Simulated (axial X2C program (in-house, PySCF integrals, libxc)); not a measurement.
# A two-component session on SnIn: EOM-EA-CCSD levels

Wanted for SnIn: EOM-EA-CCSD levels, at the two-component level.

The runs use an in-house X2C program for linear molecules on PySCF integrals; two-component X2C with atomic mean-field terms, Sn dyall-acv3z, In dyall-acv3z.

All values are calculated.

## 1. The job

Contents of task.json:

```json
{"zs": [50, 49], "q": 0, "bas": ["dyall-acv3z", "dyall-acv3z"], "r0": 2.82, "eom": "ea", "thr": -1.0, "nmax": 92, "grid": [1, 0.96, 1.045, 0.92, 1.09, 1.15]}
```

Keys: zs atomic numbers; q charge; bas basis sets; r0 starting distance in Å; eom kind of EOM run; thr threshold in hartree for freezing inner shells (an s shell follows its p shell); nmax most natural virtual spinors; grid distances as factors.

Started as:

```bash
$ python soeom.py task.json out
```

Nuclei are Gaussian, cores are contracted, and the Gaunt term is on.

## 2. EOM-EA-CCSD at 2.848 Å

Reference: the closed shell SnIn⁺; 6 electrons correlated, 92 virtual spinors; roots sought by Ω: 1/2: 5, 3/2: 4, 5/2: 2, 7/2: 1.

Output:

```text
two-component X2C + atomic mean field  HF
basis functions 290  fitting functions 1476  grid points 5806
iter        total energy     max residual
   1     -12046.838805516     3.76e-01
   2     -12046.875592648     7.34e-03
   3     -12046.876615894     6.51e-03
   4     -12046.876695296     1.28e-03
   5     -12046.876717752     6.23e-04
   6     -12046.876726400     6.46e-04
   7     -12046.876731332     2.11e-04
   8     -12046.876733570     1.66e-04
   9     -12046.876734860     1.79e-04
  10     -12046.876735307     7.90e-05
  11     -12046.876735444     2.29e-05
  12     -12046.876735472     1.87e-05
  13     -12046.876735475     5.93e-06
  14     -12046.876735476     6.93e-07
converged
one-electron -17459.52352220  Coulomb 5286.53848205  exact exchange -322.32260698  xc functional 0.00000000  nuclear repulsion 455.22618215  atomic mean-field constant -6.79527050
correlated 6  virtual 386  natural virtual 92  E(MP2) -0.091416005  MP2 remainder -0.009006486
iter   CCSD correlation   residual
   1     -0.100706361   1.70e-01
   2     -0.110534397   9.55e-02
   3     -0.112573958   5.35e-02
   4     -0.113823245   3.37e-02
   5     -0.114253282   1.72e-02
   6     -0.114247844   6.24e-03
   7     -0.114344950   3.52e-03
   8     -0.114321424   2.15e-03
   9     -0.114327811   1.42e-03
  10     -0.114323753   1.03e-03
  11     -0.114334491   6.79e-04
  12     -0.114337042   5.02e-04
  13     -0.114337465   4.31e-04
  14     -0.114333131   3.45e-04
  15     -0.114332289   2.05e-04
  16     -0.114333086   9.94e-05
  17     -0.114333549   4.99e-05
  18     -0.114333646   3.12e-05
  19     -0.114333627   1.98e-05
(T) -0.005014117  T1 0.0384  D1 0.0638  max T2 0.252
EOM-EA-CCSD roots
2*Omega      energy/Eh   energy/eV  one-particle weight
    1      -0.23049990     -6.2722      0.907
    1      -0.17122500     -4.6593      0.014
    1      -0.16780922     -4.5663      0.784
    1      -0.15879967     -4.3212      0.017
    1      -0.14311451     -3.8943      0.007
    3      -0.22776224     -6.1977      0.898
    3      -0.16731079     -4.5528      0.055
    3      -0.15719763     -4.2776      0.496
    3      -0.15090016     -4.1062      0.679
    5      -0.15839795     -4.3102      0.001
    5      -0.10671693     -2.9039      0.000
    7      -0.09341973     -2.5421      0.000
```

T1 in the output is the amplitude norm over the root of the electron number; divide by √2 for the Lee–Taylor value.

```
  Ω  binding energy (eV)  above lowest (cm⁻¹)                           spinor  weight
1/2                6.272                    0  27% Sn pπ, 24% Sn pσ, 22% In pσ    0.91
3/2                6.198                  600             59% Sn pπ, 30% In pπ    0.90
1/2                4.566                13760  51% In pπ, 16% Sn pπ, 15% Sn dπ    0.78
3/2                4.106                17470  43% In pπ, 23% Sn pπ, 16% Sn dπ    0.68
```

Run time: 11 s. Hardware: 1 thread of Intel Xeon Platinum 8259CL at 2.50GHz (Skylake/Cascade Lake), shared host; peak memory 0.74 GiB.

## 3. EOM-EA-CCSD at 2.734 Å

```
  Ω  binding energy (eV)  above lowest (cm⁻¹)                           spinor  weight
1/2                6.391                    0  26% Sn pσ, 25% In pσ, 21% Sn pπ    0.91
3/2                6.310                  650             57% Sn pπ, 31% In pπ    0.90
1/2                4.558                14780  47% In pπ, 17% Sn pπ, 16% Sn dπ    0.69
3/2                4.138                18170  41% In pπ, 21% Sn pπ, 18% Sn dπ    0.82
```

It took 18 s on 1 thread of Intel Xeon Platinum 8259CL at 2.50GHz (Skylake/Cascade Lake), shared host; peak memory 0.74 GiB.

## 4. EOM-EA-CCSD at 2.976 Å

```
  Ω  binding energy (eV)  above lowest (cm⁻¹)                           spinor  weight
1/2                6.142                    0  32% Sn pπ, 21% Sn pσ, 20% In pσ    0.91
3/2                6.062                  640             61% Sn pπ, 28% In pπ    0.90
1/2                4.566                12710  56% In pπ, 15% Sn pπ, 14% Sn dπ    0.85
3/2                4.255                15220  49% In pπ, 21% Sn pπ, 14% Sn dπ    0.61
```

Wall time 19 s (1 thread of Intel Xeon Platinum 8259CL at 2.50GHz (Skylake/Cascade Lake), shared host); peak memory 0.77 GiB.

## 5. EOM-EA-CCSD at 2.620 Å

```
  Ω  binding energy (eV)  above lowest (cm⁻¹)                           spinor  weight
1/2                6.500                    0  29% In pσ, 29% Sn pσ, 15% Sn pπ    0.91
3/2                6.406                  760             56% Sn pπ, 33% In pπ    0.91
3/2                4.138                19050  39% In pπ, 20% Sn pπ, 19% Sn dπ    0.84
```

It took 19 s on 1 thread of Intel Xeon Platinum 8259CL at 2.50GHz (Skylake/Cascade Lake), shared host; peak memory 0.77 GiB.

## 6. EOM-EA-CCSD at 3.104 Å

```
  Ω  binding energy (eV)  above lowest (cm⁻¹)                           spinor  weight
1/2                6.017                    0  36% Sn pπ, 19% Sn pσ, 19% In pσ    0.91
3/2                5.924                  750             63% Sn pπ, 27% In pπ    0.89
1/2                4.573                11650  57% In pπ, 16% Sn pπ, 12% Sn dπ    0.74
```

It took 19 s on 1 thread of Intel Xeon Platinum 8259CL at 2.50GHz (Skylake/Cascade Lake), shared host; peak memory 0.77 GiB.

## 7. EOM-EA-CCSD at 3.275 Å

```
  Ω  binding energy (eV)  above lowest (cm⁻¹)                           spinor  weight
1/2                5.860                    0  40% Sn pπ, 18% In pσ, 17% Sn pσ    0.91
3/2                5.745                  930             65% Sn pπ, 27% In pπ    0.89
1/2                4.580                10330  63% In pπ, 14% Sn pπ, 11% Sn dπ    0.86
3/2                4.312                12490  63% In pπ, 15% Sn pπ, 11% Sn dπ    0.73
```

It took 21 s on 1 thread of Intel Xeon Platinum 8259CL at 2.50GHz (Skylake/Cascade Lake), shared host; peak memory 0.77 GiB.

## 8. Curves of the states

Energies in eV from the lowest point of the lowest state; states are followed by energy order within each Ω.

```
R (Å)  (1)Ω=1/2  (1)Ω=3/2
2.620    0.2701    0.3644
2.734    0.1114    0.1925
2.848    0.0287    0.1032
2.976    0.0000    0.0795
3.104    0.0221    0.1146
3.275    0.1074    0.2224
```

## 9. Results

| quantity | value |
| --- | --- |
| lowest root at 2.848 Å | Ω = 1/2, 6.272 eV |
| next root led by one particle | Ω = 3/2, about 600 cm⁻¹ higher |
| T1 of the reference | 0.027 |

What this shows: The added electron is bound by 6.27 eV in a spinor of 27% Sn pπ, 24% Sn pσ, 22% In pσ. Errors of 0.1 to 0.3 eV are usual at this size, and roots led by higher excitations are left out, so the list is incomplete, and low states of that kind can be missing. T1 or the largest double amplitude of the reference is raised, which lowers the reliability.
